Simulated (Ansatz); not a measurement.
## BN, space group P6_3/mmc: a calculation of the elastic constants

Computed with Ansatz 0.2.0 through its Python package.

`bn_elastic.py`:
```python
"""Stiffness tensor and moduli of BN."""

import ansatz as az
import numpy as np

XC = "pbe"
SMEARING = "fixed"
MESH = (12, 12, 4)

lattice = az.Lattice.of(
    (2.49824, 0.0, 0.0),
    (-1.24912, 2.163539, 0.0),
    (0.0, 0.0, 6.6357),
)
sites = [
    ("B", (1 / 3, 2 / 3, 0.25)),
    ("B", (2 / 3, 1 / 3, 0.75)),
    ("N", (1 / 3, 2 / 3, 0.75)),
    ("N", (2 / 3, 1 / 3, 0.25)),
]
xtal = az.Crystal(lattice=lattice)
for symbol, position in sites:
    xtal = xtal.atom(symbol, position)

job = (
    xtal.calculation()
    .functional(XC)
    .occupations(SMEARING)
    .kpoints(*MESH)
)
out = job.elastic("clamped_ion").run()
elastic = out.elastic

print("C_ij (GPa), Voigt order xx yy zz yz xz xy")
for row in elastic.c_gpa:
    print(" ".join(f"{value:8.1f}" for value in row))
print("smallest eigenvalue of C:", round(elastic.stability.min_eigenvalue_gpa, 1), "GPa; tensor positive definite:", elastic.stability.min_eigenvalue_gpa > 0)
# averaged moduli need a positive definite tensor
if elastic.stability.min_eigenvalue_gpa > 0:
    m = elastic.moduli
    anisotropy = 5 * m.g_voigt_gpa / m.g_reuss_gpa + m.k_voigt_gpa / m.k_reuss_gpa - 6
    print(f"Voigt K {m.k_voigt_gpa:.1f} G {m.g_voigt_gpa:.1f}; Reuss K {m.k_reuss_gpa:.1f} G {m.g_reuss_gpa:.1f}; universal anisotropy index {anisotropy:.3f}")
```

Output of `python bn_elastic.py`:
```text
DeckWarning: basis.ecutwfc = 420 eV, auto-derived from the records' recommended cutoffs: set by B (normal level)
C_ij (GPa), Voigt order xx yy zz yz xz xy
   938.6    178.0      7.4     -0.0      0.0      0.0
   178.0    938.6      7.4     -0.0      0.0     -0.0
     3.7      3.7     33.9     -0.0      0.0      0.0
     0.0     -0.0      0.0      3.1      0.0     -0.0
    -0.0      0.0     -0.0     -0.0      3.1      0.0
     0.0      0.0      0.0     -0.0      0.0    380.3
smallest eigenvalue of C: 3.1 GPa; tensor positive definite: True
Voigt K 254.4 G 192.1; Reuss K 32.6 G 7.3; universal anisotropy index 133.849
```
(Warnings from the package without file and line.)

Reading the output:
- Under fixed occupations the level called the Fermi level is the highest filled one on the SCF mesh; off the mesh a filled band can lie a little above it.
- A positive definite tensor excludes instabilities under uniform strain alone; phonons elsewhere in the zone can still be imaginary.
- Of the deposited cell: the entry's cell lengths or inner coordinates differ somewhat from later room-temperature determinations.
- The cell stands under an uneven stress, so these stress-strain coefficients aren't symmetric, and eigenvalues smaller than that stress decide nothing.
- These are clamped-ion constants: where atoms have free coordinates under strain, the relaxed-ion ones can be far smaller or negative, so this tensor doesn't settle whether the crystal is stable.
- At these settings the cell as given stands under about 5 GPa, so it isn't at this functional's equilibrium volume.
- The starting cell is as deposited in a crystallographic database; the results hold for this polymorph, which needn't be the stable one.
- The constants belong to the cell that was strained; where it wasn't relaxed first it may be under stress.
- It ran for 27 s on 1 thread of Arm Neoverse V2 (shared host), peak memory 0.42 GiB.

(A comment or docstring line of the script was reworded after the run, the code is as it ran.)
